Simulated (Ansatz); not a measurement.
# Li: the cost of one run

Method: DFT PBE+D3(BJ), plane waves, PAW, scalar-relativistic, no spin polarisation, in Ansatz 0.2.0.

## Step 1: Starting point

The cell holds 16 atoms (Li16): a = 6.980 Å, b = 6.980 Å, c = 6.980 Å, α = 90.00°, β = 90.00°, γ = 90.00°.

Coordinates:

```xyz
16
Lattice="6.9800 0.0000 0.0000 0.0000 6.9800 0.0000 0.0000 0.0000 6.9800" Properties=species:S:1:pos:R:3 pbc="T T T"
Li    0.0000    0.0000    0.0000
Li    3.4900    0.0000    0.0000
Li    0.0000    3.4900    0.0000
Li    0.0000    0.0000    3.4900
Li    1.7450    1.7450    1.7450
Li    3.4900    3.4900    0.0000
Li    3.4900    0.0000    3.4900
Li    5.2350    1.7450    1.7450
Li    0.0000    3.4900    3.4900
Li    1.7450    5.2350    1.7450
Li    1.7450    1.7450    5.2350
Li    3.4900    3.4900    3.4900
Li    5.2350    5.2350    1.7450
Li    5.2350    1.7450    5.2350
Li    1.7450    5.2350    5.2350
Li    5.2350    5.2350    5.2350
```

## Step 2: The run

230 steps of 1.5 fs under a Langevin thermostat, set from 300 K to 900 K by a schedule.

Input file input.yaml:

```yaml
crystal:
  lattice:
    - [6.98, 0.0, 0.0]
    - [0.0, 6.98, 0.0]
    - [0.0, 0.0, 6.98]
  atoms:
    - { symbol: Li, position: [0.0, 0.0, 0.0] }
    - { symbol: Li, position: [0.5, 0.0, 0.0] }
    - { symbol: Li, position: [0.0, 0.5, 0.0] }
    - { symbol: Li, position: [0.0, 0.0, 0.5] }
    - { symbol: Li, position: [0.25, 0.25, 0.25] }
    - { symbol: Li, position: [0.5, 0.5, 0.0] }
    - { symbol: Li, position: [0.5, 0.0, 0.5] }
    - { symbol: Li, position: [0.75, 0.25, 0.25] }
    - { symbol: Li, position: [0.0, 0.5, 0.5] }
    - { symbol: Li, position: [0.25, 0.75, 0.25] }
    - { symbol: Li, position: [0.25, 0.25, 0.75] }
    - { symbol: Li, position: [0.5, 0.5, 0.5] }
    - { symbol: Li, position: [0.75, 0.75, 0.25] }
    - { symbol: Li, position: [0.75, 0.25, 0.75] }
    - { symbol: Li, position: [0.25, 0.75, 0.75] }
    - { symbol: Li, position: [0.75, 0.75, 0.75] }
basis:
  ecutwfc: 420.0
kpoints:
  mp_grid: { grid: [3, 3, 3] }
hamiltonian:
  xc: pbe
  dispersion: d3bj
scf:
  occupations: { method: fermi_dirac, width: 0.1 }
  lower_state_search: "off"
md:
  timestep: 1.5
  n_steps: 230
  ensemble: nvt_langevin
  temperature: 300.0
  initial_velocities: maxwell_boltzmann
  seed: 606024
  friction: 0.02
  temperature_schedule: [{ n_steps: 230, end_temperature: 900.0 }]
```

The run is started by

```bash
ansatz run input.yaml --threads 1 --pin off --max-ram 3072MiB --backend cpu --events-out ev --progress --plain --runs-dir out
```

Q: Estimate wall time and peak memory on 1 thread of Arm Neoverse V1, shared host.

About 41 min, with a peak of 0.55 GiB.
